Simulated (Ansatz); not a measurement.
# CH7NOSi2: the cost of one run

Method: RKS r2SCAN/def2-SVP, in Ansatz 0.2.0.

## Step 1: Starting point

Bond lengths: N1–C2 1.242 Å, C2–Si3 1.842 Å, C2–Si4 1.891 Å, Si4–O5 1.695 Å, N1–H6 1.097 Å, Si3–H7 1.545 Å, Si3–H8 1.464 Å, Si3–H9 1.535 Å, Si4–H10 1.406 Å, Si4–H11 1.512 Å, O5–H12 0.991 Å. Angles (14 of 17 angles, heavy atoms first): N1–C2–Si3 120.6°, N1–C2–Si4 126.8°, Si3–C2–Si4 112.6°, C2–Si4–O5 110.2°, C2–N1–H6 112.0°, C2–Si3–H7 111.0°, C2–Si3–H8 113.2°, C2–Si3–H9 114.2°, C2–Si4–H10 112.8°, C2–Si4–H11 107.9°, O5–Si4–H10 108.8°, O5–Si4–H11 105.0°, Si4–O5–H12 111.7°, H7–Si3–H8 104.0°.

Structure file:

```xyz
12

N    -1.1544    0.9686    1.0781
C    -0.3711    0.1711    0.5361
Si    0.6226   -1.0022    1.5506
Si    0.0117    0.0376   -1.3109
O    -0.8174    1.2412   -2.1685
H    -1.6880    1.5831    0.3429
H     2.1312   -0.6875    1.4407
H     0.5170   -2.3899    1.0957
H     0.3192   -0.9487    3.0543
H     1.3847    0.1441   -1.5919
H    -0.5642   -1.2674   -1.8126
H    -0.3141    2.0948   -2.1806
```

## Step 2: Relaxing end A

File input.yaml:

```yaml
crystal:
  periodic: [false, false, false]
  atoms:
    - { symbol: "N", position_ang: [-1.1544, 0.9686, 1.0781] }
    - { symbol: C, position_ang: [-0.3711, 0.1711, 0.5361] }
    - { symbol: Si, position_ang: [0.6226, -1.0022, 1.5506] }
    - { symbol: Si, position_ang: [0.0117, 0.0376, -1.3109] }
    - { symbol: O, position_ang: [-0.8174, 1.2412, -2.1685] }
    - { symbol: H, position_ang: [-1.688, 1.5831, 0.3429] }
    - { symbol: H, position_ang: [2.1312, -0.6875, 1.4407] }
    - { symbol: H, position_ang: [0.517, -2.3899, 1.0957] }
    - { symbol: H, position_ang: [0.3192, -0.9487, 3.0543] }
    - { symbol: H, position_ang: [1.3847, 0.1441, -1.5919] }
    - { symbol: H, position_ang: [-0.5642, -1.2674, -1.8126] }
    - { symbol: H, position_ang: [-0.3141, 2.0948, -2.1806] }
basis:
  gaussian: { orbitals: def2-SVP }
hamiltonian:
  xc: r2scan
relax:
  f_tol: 0.015
  max_steps: 40
```

The run is started by

```console
ansatz run input.yaml --threads 2 --pin off --max-ram 3072MiB --backend cpu --events-out ev --progress --plain --runs-dir out
```

What time and memory should one allow on 2 threads of Intel Xeon Platinum 8488C (Sapphire Rapids), shared host?

About 67 s, with a peak of 0.19 GiB.
